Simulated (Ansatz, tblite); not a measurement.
**In7P7 zinc blende off sphere (In₇P₇H₂₀): rung by rung**

How do method and basis change the picture of In7P7 zinc blende off sphere (In₇P₇H₂₀) (singlet)?

Computed with Ansatz 0.2.0, Gaussian basis. Level: as each input shows.

The runs, in order: GFN1-xTB, GFN2-xTB, PBE-D4/def2-TZVP, r2SCAN-D4/def2-TZVP, PBE-D4/def2-SVP, PBE0-D4/def2-SVP.

1 further run of the same task is left out (set aside as unsound or not needed). Runs told in other sessions of the task aren't counted.

## (1) The geometry

The singlet was relaxed beforehand with PBE-D4/def2-SVP.

34 atoms, charge 0, spin multiplicity 1.

Bond lengths: In1–P9 2.691 Å, In1–P10 2.607 Å, In1–H15 1.742 Å, In1–H16 1.742 Å, In2–P8 2.591 Å, In2–P11 2.591 Å, In2–P12 2.591 Å, In2–H17 1.732 Å, In3–P9 2.552 Å, In3–P11 2.698 Å, In3–P13 2.552 Å, In3–H18 1.736 Å, In4–P8 2.698 Å, In4–P9 2.552 Å, In4–P14 2.552 Å, In4–H19 1.736 Å, In5–P10 2.607 Å, In5–P14 2.691 Å and more. Angles: P9–In1–P10 94.2°, P9–In1–H15 103.6°, P9–In1–H16 103.6°, P10–In1–H15 110.8°, P10–In1–H16 110.7°, H15–In1–H16 127.7°, P8–In2–P11 97.1°, P8–In2–P12 97.1°, P8–In2–H17 120.1°, P11–In2–P12 97.0°, P11–In2–H17 120.1°, P12–In2–H17 120.1°, P9–In3–P11 105.0°, P9–In3–P13 103.6°, P9–In3–H18 119.4°, P11–In3–P13 104.8°, P11–In3–H18 102.7°, P13–In3–H18 119.4° and more.

In takes a core potential in the def2 sets. No spin-orbit coupling is included.

PBE0-D4/def2-TZVP was run before; its log isn't repeated, and its numbers join the tables.

## (2) GFN1-xTB

Tight binding, by tblite at 300 K electronic temperature and without a spin-polarisation term:

```python
tblite.interface.Calculator('GFN1-xTB', numbers, positions, charge=0, uhf=0).singlepoint()
```

Energy -1093.7264 eV, HOMO -9.36 eV, LUMO -6.37 eV; 0.14 s.

## (3) GFN2-xTB

Tight binding, by tblite at 300 K electronic temperature and without a spin-polarisation term:

```python
tblite.interface.Calculator('GFN2-xTB', numbers, positions, charge=0, uhf=0).singlepoint()
```

Energy -990.6540 eV, HOMO -10.41 eV, LUMO -7.79 eV; 0.11 s.

## (4) PBE-D4/def2-TZVP

start.molden holds the orbitals of an earlier run on this state, given as this run's starting guess.

File in.yaml:

```yaml
crystal:
  periodic: [false, false, false]
  atoms:
    - {symbol: In, position_ang: [0.803595, -3.955060, 0.803246]}
    - {symbol: In, position_ang: [-2.454178, 2.457063, -2.451302]}
    - {symbol: In, position_ang: [0.868393, -0.875254, -2.210131]}
    - {symbol: In, position_ang: [-2.212506, -0.873080, 0.874992]}
    - {symbol: In, position_ang: [0.807199, -0.809746, 3.952284]}
    - {symbol: In, position_ang: [0.873359, 2.207356, 0.875073]}
    - {symbol: In, position_ang: [3.952995, -0.805060, 0.801870]}
    - {symbol: P, position_ang: [-3.534955, 0.792332, -0.785327]}
    - {symbol: P, position_ang: [-0.641857, -2.200258, -0.636557]}
    - {symbol: P, position_ang: [2.107998, -2.109350, 2.103529]}
    - {symbol: P, position_ang: [-0.789590, 0.791728, -3.533413]}
    - {symbol: P, position_ang: [-0.784784, 3.535079, -0.788201]}
    - {symbol: P, position_ang: [2.196309, 0.635908, -0.639488]}
    - {symbol: P, position_ang: [-0.637437, 0.635002, 2.200903]}
    - {symbol: H, position_ang: [1.826974, -4.714660, -0.384547]}
    - {symbol: H, position_ang: [-0.379176, -4.715232, 1.831953]}
    - {symbol: H, position_ang: [-3.454316, 3.458023, -3.450065]}
    - {symbol: H, position_ang: [1.690342, -1.699110, -3.498739]}
    - {symbol: H, position_ang: [-3.501902, -1.694722, 1.697932]}
    - {symbol: H, position_ang: [-0.377000, -1.837209, 4.711944]}
    - {symbol: H, position_ang: [1.833531, 0.374970, 4.712679]}
    - {symbol: H, position_ang: [1.698541, 3.493889, 1.698919]}
    - {symbol: H, position_ang: [4.714917, -1.829892, -0.383098]}
    - {symbol: H, position_ang: [4.710648, 0.380742, 1.829012]}
    - {symbol: H, position_ang: [-4.490749, 0.052517, -1.555260]}
    - {symbol: H, position_ang: [-4.484948, 1.565036, -0.040945]}
    - {symbol: H, position_ang: [-1.514139, -2.933553, -1.507450]}
    - {symbol: H, position_ang: [2.938418, -2.939402, 2.931729]}
    - {symbol: H, position_ang: [-1.557999, 0.055378, -4.493102]}
    - {symbol: H, position_ang: [-0.041883, 1.566184, -4.479345]}
    - {symbol: H, position_ang: [-0.036475, 4.479878, -1.563456]}
    - {symbol: H, position_ang: [-1.550084, 4.495945, -0.050149]}
    - {symbol: H, position_ang: [2.928022, 1.508039, -1.511876]}
    - {symbol: H, position_ang: [-1.507253, 1.506519, 2.936384]}
basis:
  gaussian: {orbitals: def2-TZVP, fitting: {mean_field: def2-universal-jkfit}, initial_orbitals: start.molden}
hamiltonian: {xc: pbe, dispersion: d4}
scf: {omitted_lower_state_checks: [starts]}
output: {orbitals: {seedname: orbitals}}
```

Launch:

```sh
> ansatz run in.yaml --threads 2 --pin off --events-out ev --progress --plain --max-ram 32768MiB --backend cuda --devices 0, --max-vram 18GiB
```

The runs that follow: r2SCAN-D4/def2-TZVP; PBE-D4/def2-SVP; PBE0-D4/def2-SVP.

Q: Predict the results of all the runs planned. Wanted: gap in def2-TZVP, named functionals, smallest and largest; binding an atom, functionals in def2-TZVP; PBE0 total energy, smallest basis above largest.

As calculated:

```
                                                 quantity                                  value
gap in def2-TZVP, named functionals, smallest and largest    3.45 eV (PBE-D4), 5.15 eV (PBE0-D4)
                binding an atom, functionals in def2-TZVP  2.50 (PBE0-D4) to 2.52 eV (r2SCAN-D4)
          PBE0 total energy, smallest basis above largest         23.47 eV (def2-SVP, def2-TZVP)
```

**Reading.** Over the named functionals in def2-TZVP the gap runs from 3.45 eV (PBE-D4) to 5.15 eV (PBE0-D4); exact exchange widens it.
